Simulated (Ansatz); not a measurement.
# B3LYP/cc-pVDZ run of Al2H4Se (SMILES [AlH2][AlH][SeH])

What is the electronic atomisation energy of Al2H4Se at B3LYP/cc-pVDZ? 

The results are computed with Ansatz 0.2.0.

51 further runs of the same task are left out: 51 set aside as unsound or not needed. Runs told in other sessions of the task aren't counted.

### Step 1. The molecule

Al2H4Se has 7 atoms, charge 0, and is taken as a singlet. SMILES: `[AlH2][AlH][SeH]`. The shape is that of a PBE0-D4/def2-TZVP optimisation. This is one conformer, not always the lowest.

Bond lengths: Al1–Al2 2.584 Å, Al2–Se3 2.331 Å, Al1–H4 1.593 Å, Al1–H5 1.593 Å, Al2–H6 1.591 Å, Se3–H7 1.469 Å. Angles: Al1–Al2–Se3 117.0°, Al1–Al2–H6 127.9°, Se3–Al2–H6 115.1°, Al2–Al1–H4 121.5°, Al2–Al1–H5 121.4°, Al2–Se3–H7 93.6°, H4–Al1–H5 117.1°.

### Step 2. A single-point energy at B3LYP/cc-pVDZ

The input, in.yaml:

```yaml
crystal:
  periodic: [false, false, false]
  atoms:
    - {symbol: Al, position_ang: [-1.578100, 0.539600, -0.900300]}
    - {symbol: Al, position_ang: [0.683400, 0.231600, 0.310300]}
    - {symbol: Se, position_ang: [1.280700, -1.943000, 0.899300]}
    - {symbol: H, position_ang: [-1.688000, 0.476100, -2.487900]}
    - {symbol: H, position_ang: [-2.924300, 0.803000, -0.090900]}
    - {symbol: H, position_ang: [1.737000, 1.353100, 0.713600]}
    - {symbol: H, position_ang: [2.550600, -1.528300, 1.510400]}
basis:
  gaussian:
    orbitals: cc-pVDZ
hamiltonian:
  xc: {name: B3LYP}
accuracy: high
output:
  orbitals: {seedname: orbitals}
```

On the command line:

```console
ansatz run in.yaml --threads 1 --pin off --max-ram 2610MiB --events-out events.jsonl --progress --plain --runs-dir runs
```

What it wrote:

```text
Warning: RAYON_NUM_THREADS=1 ignored (pool sized by the plan → 1); use --threads N
Functional definition: B3LYP
  name "B3LYP"
  parameter a0 = 0.2
  parameter ax = 0.72
  parameter ac = 0.81
  exchange = (1 - a0 - ax)*slater_x + ax*b88_x + a0*exact_x
  correlation = (1 - ac)*vwn_rpa_c + ac*lyp_c
1807 factors; integrals over basis functions are off by at most 4.8e-9 eV
mean field evaluation 1: about -78609.2460 eV, gradient 1.5e1 eV
mean field evaluation 2: about -78609.6841 eV, gradient 1.2e1 eV
mean field evaluation 4: about -78610.2284 eV, gradient 5.8e-1 eV
mean field evaluation 8: about -78610.2816 eV, gradient 5.1e-2 eV
mean field evaluation 16: about -78610.2816 eV, gradient 7.2e-6 eV
mean field -78610.28156837 eV, -2888.8745636751 hartree, gradient 2.3e-8 eV, S^2 0.000000; 0 other end points of the search recorded, 0 dependent functions left out
reference -78610.28161227 eV, -2888.8745652883 hartree; 32, 32 occupied and 51, 51 virtual orbitals, 1807 factors
Total energy: -78610.28161227 eV, -2888.8745652883 hartree
```

Wall time 9.9 s (1 thread of Arm Neoverse V2, shared host); peak memory 0.3 GiB.

### Step 3. The Al atom

The input, input.yaml:

```yaml
crystal:
  periodic: [false, false, false]
  atoms:
    - {symbol: Al, position_ang: [0.000000, 0.000000, 0.000000]}
basis:
  gaussian:
    orbitals: cc-pVDZ
magnetization:
  spin_polarized: true
  initial_magnetization: 1
hamiltonian:
  xc: {name: B3LYP}
accuracy: high
```

Run the same way, it converges to -242.38286 Eh (log not shown).

### Step 4. The H atom

The input, molecule.yaml:

```yaml
crystal:
  periodic: [false, false, false]
  atoms:
    - {symbol: H, position_ang: [0.000000, 0.000000, 0.000000]}
basis:
  gaussian:
    orbitals: cc-pVDZ
magnetization:
  spin_polarized: true
  initial_magnetization: 1
accuracy: high
hamiltonian:
  xc: {name: B3LYP}
```

Run the same way, it converges to -0.50126 Eh (log not shown).

### Step 5. The Se atom, same level

The input, job.yaml:

```yaml
crystal:
  periodic: [false, false, false]
  atoms:
    - symbol: Se
      position_ang: [0.000000, 0.000000, 0.000000]
basis:
  gaussian:
    orbitals: cc-pVDZ
magnetization:
  spin_polarized: true
  initial_magnetization: 2
hamiltonian:
  xc: {name: B3LYP}
accuracy: high
```

Run the same way, it converges to -2401.49749 Eh (log not shown).

### Step 6. Outcome

Level: B3LYP/cc-pVDZ.

| quantity | value |
| --- | --- |
| molecule: total energy | -2888.87457 Eh |
| molecule: HOMO energy | -6.88 eV |
| molecule: LUMO energy | -2.41 eV |
| molecule: HOMO–LUMO gap | 4.47 eV |
| Al atom: total energy | -242.38286 Eh |
| Al atom: ⟨S²⟩ | 0.754 |
| H atom: total energy | -0.50126 Eh |
| H atom: ⟨S²⟩ | 0.750 |
| Se atom: total energy | -2401.49749 Eh |
| Se atom: ⟨S²⟩ | 2.002 |
| electronic atomisation energy | 16.499 eV |

In words: Taking the molecule apart into free atoms costs 16.50 eV (380 kcal/mol), before zero-point energy and without spin-orbit coupling.
